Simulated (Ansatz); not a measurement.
**ZrB (rocksalt): equation of state**

One table from this session's results is given with a row withheld; the runs are named, their logs left out.

Method: DFT r²SCAN, scalar-relativistic, plane waves, PAW, in Ansatz 0.2.0.

1 further run of the same task is left out (set aside as unsound or not needed).

**The system as given**

The structure is cubic, space group Fm-3m (No. 225). Conventional cell: a = 4.911 Å, b = 4.911 Å, c = 4.911 Å, α = 90.00°, β = 90.00°, γ = 90.00°. Around Zr (site symmetry m-3m) lie 6 B at 2.46 Å. B (site symmetry m-3m) has 6 Zr at 2.46 Å as nearest neighbours.

Coordinates:

```
CELL_PARAMETERS angstrom
0.00000 2.45568 2.45568
2.45568 0.00000 2.45568
2.45568 2.45568 0.00000
ATOMIC_POSITIONS crystal
Zr 0.50000 0.50000 0.50000
B 0.00000 0.00000 0.00000
```

This cell comes from an earlier session at r²SCAN: 14.809 Å³/atom at 0.00 GPa, on a 12×12×12 mesh.

Volume factors to run: 0.980, 1.020, 0.960, 1.040, 1.070.

The first run:

File input.yaml:

```yaml
crystal:
  lattice:
    - [0.0, 2.4392012052, 2.4392012052]
    - [2.4392012052, 0.0, 2.4392012052]
    - [2.4392012052, 2.4392012052, 0.0]
  atoms:
    - { symbol: Zr, position: [0.5, 0.5, 0.5] }
    - { symbol: B, position: [0.0, 0.0, 0.0] }
basis:
  ecutwfc: 500
  ecutrho_ratio: 4
kpoints:
  mp_grid: { grid: [12, 12, 12] }
hamiltonian:
  xc: r2scan
scf:
  occupations: { method: gaussian, width: 0.05 }
output:
  forces: true
  stress: true
  eigenvalues: true
```

Launch:

```sh
ansatz run input.yaml --threads 2 --pin off --max-ram 2662MiB --backend cpu --events-out ev --progress --plain --runs-dir out
```

Steps of the session up to this table: At 0.980 of the relaxed volume; At 1.020 of the relaxed volume; Volume × 0.960; At 1.040 of the relaxed volume; Volume × 1.070.

One table of the session follows, with a row left open; its other results are not shown here.

It belongs to the step «Energy and pressure against volume». 

| volume (Å³/atom) | energy (meV/atom) | pressure (GPa) |
| --- | --- | --- |
| 14.216 | 12.93 | 7.23 |
| 14.513 | ? | ? |
| 14.809 | 0.00 | 0.00 |
| 15.105 | 2.92 | -3.12 |
| 15.401 | 11.36 | -5.95 |
| 15.845 | 33.21 | -9.70 |

**Question.** Estimate the row for volume (Å³/atom) = 14.513.

Worked estimate for «energy (meV/atom)». A straight line through the neighbours (14.216, 12.93) and (14.809, 0.00) gives 12.93 + (0.00 − 12.93) × (14.513 − 14.216) / (14.809 − 14.216) = 6.45; a parabola fitted to 3 rows on both sides gives 3.32.

As computed: energy (meV/atom): 3.12; pressure (GPa): 3.44. In «energy (meV/atom)» the line misses by +3.33 and the parabola by +0.20.
